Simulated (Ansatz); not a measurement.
# C₂H₉BOSi: up Jacob's ladder to CCSD(T)

How much do the methods differ for C₂H₉BOSi? The plan is to run it at one geometry with functionals of several rungs and with coupled cluster. The yardstick is the atomisation energy at the CCSD(T) limit.

Program: Ansatz 0.2.0, Gaussian basis. Level of theory: functionals in def2-TZVPP, the program's frozen cores in correlated methods. These are calculated values, not measurements.

The runs, in order: PBE-D4, r2SCAN-D4, PBE0-D4, B3LYP-D4, ωB97X-V, ωB97M-V, B2PLYP; CCSD(T)/def2-TZVPP; MP2/def2-QZVPP; extrapolation to the limit.

### 1 Structure used throughout

The geometry comes from an earlier relaxation with PBE0-D4 in a triple-zeta def2 set; it is a stationary point, not always the lowest conformer.

14 atoms, charge 0, spin multiplicity 1.

Atoms are counted from 1 here; the program's logs count them from 0.

Bond lengths: B1–C2 1.556 Å, B1–H6 1.198 Å, B1–H7 1.198 Å, C2–C3 1.519 Å, C2–H8 1.096 Å, C2–H9 1.105 Å, C3–O4 1.431 Å, C3–Si5 1.899 Å, C3–H10 1.101 Å, O4–H11 0.961 Å, Si5–H12 1.486 Å, Si5–H13 1.489 Å, Si5–H14 1.491 Å. Angles: C2–B1–H6 120.6°, C2–B1–H7 120.4°, H6–B1–H7 118.8°, B1–C2–C3 114.8°, B1–C2–H8 112.2°, B1–C2–H9 103.8°, C3–C2–H8 110.9°, C3–C2–H9 109.8°, H8–C2–H9 104.6°, C2–C3–O4 105.8°, C2–C3–Si5 113.4°, C2–C3–H10 108.0°, O4–C3–Si5 110.3°, O4–C3–H10 109.9°, Si5–C3–H10 109.4°, C3–O4–H11 109.0°, C3–Si5–H12 109.9°, C3–Si5–H13 110.8° and more.

### 2 PBE-D4 (GGA)

in.yaml reads:

```yaml
crystal:
  periodic: [false, false, false]
  atoms:
    - {symbol: B, position_ang: [-1.459506, 1.786402, -0.025668]}
    - {symbol: C, position_ang: [-0.566516, 0.670193, 0.590078]}
    - {symbol: C, position_ang: [0.251317, -0.118795, -0.417738]}
    - {symbol: O, position_ang: [-0.699441, -0.749281, -1.282202]}
    - {symbol: Si, position_ang: [1.379610, -1.420116, 0.381446]}
    - {symbol: H, position_ang: [-2.388883, 2.229884, 0.586177]}
    - {symbol: H, position_ang: [-1.181074, 2.270721, -1.085377]}
    - {symbol: H, position_ang: [-1.135416, -0.001214, 1.243406]}
    - {symbol: H, position_ang: [0.107739, 1.218809, 1.272274]}
    - {symbol: H, position_ang: [0.863998, 0.593206, -0.991822]}
    - {symbol: H, position_ang: [-0.230617, -1.187190, -1.997302]}
    - {symbol: H, position_ang: [0.582770, -2.297527, 1.278319]}
    - {symbol: H, position_ang: [2.465998, -0.768766, 1.165097]}
    - {symbol: H, position_ang: [1.997121, -2.255526, -0.687988]}
basis:
  gaussian: {orbitals: def2-TZVPP}
hamiltonian: {xc: pbe, dispersion: d4}
output: {forces: true, orbitals: {seedname: orbitals}}
```

Run with:

```bash
> ansatz run in.yaml --threads 4 --pin off --events-out ev --progress --plain --max-ram 10444MiB
```

The runs that follow: r2SCAN-D4 (meta-GGA); PBE0-D4 (hybrid); B3LYP-D4 (hybrid); ωB97X-V (range-separated); ωB97M-V (range-separated); B2PLYP (double hybrid); CCSD(T) in def2-TZVPP; MP2 in def2-QZVPP.

Before running them: what should the planned runs give, taken together? Wanted: atomisation energy, CCSD(T)/CBS; farthest; mean size of error, hybrid; mean size of error, range-separated; gap, smallest and largest; T1 diagnostic; triples share of the correlation energy.

**Answer**, as computed:

```
                               quantity                                           value
        atomisation energy, CCSD(T)/CBS                                       51.361 eV
    functionals within 0.257 eV (0.5 %)  r2SCAN-D4, PBE0-D4, B3LYP-D4, ωB97X-V, ωB97M-V
                               farthest                              PBE-D4 (+0.597 eV)
             mean size of error, hybrid                                        0.059 eV
    mean size of error, range-separated                                        0.233 eV
              gap, smallest and largest            3.66 eV (PBE-D4), 10.76 eV (ωB97X-V)
                          T1 diagnostic                                          0.0112
triples share of the correlation energy                                           3.6 %
```

In words: PBE-D4 misses by +0.597 eV. Double hybrids carry the basis error of their MP2 part in triple zeta, and no dispersion term here, so their miss is partly the set-up's. The reference freezes the cores and leaves out relativity and excitations past (T), so misses under about 0.257 eV can't be ranked. Hartree-Fock recovers 75 % of the binding; the rest is correlation. Orbital gaps span 3.7 to 10.8 eV; exact exchange widens them.
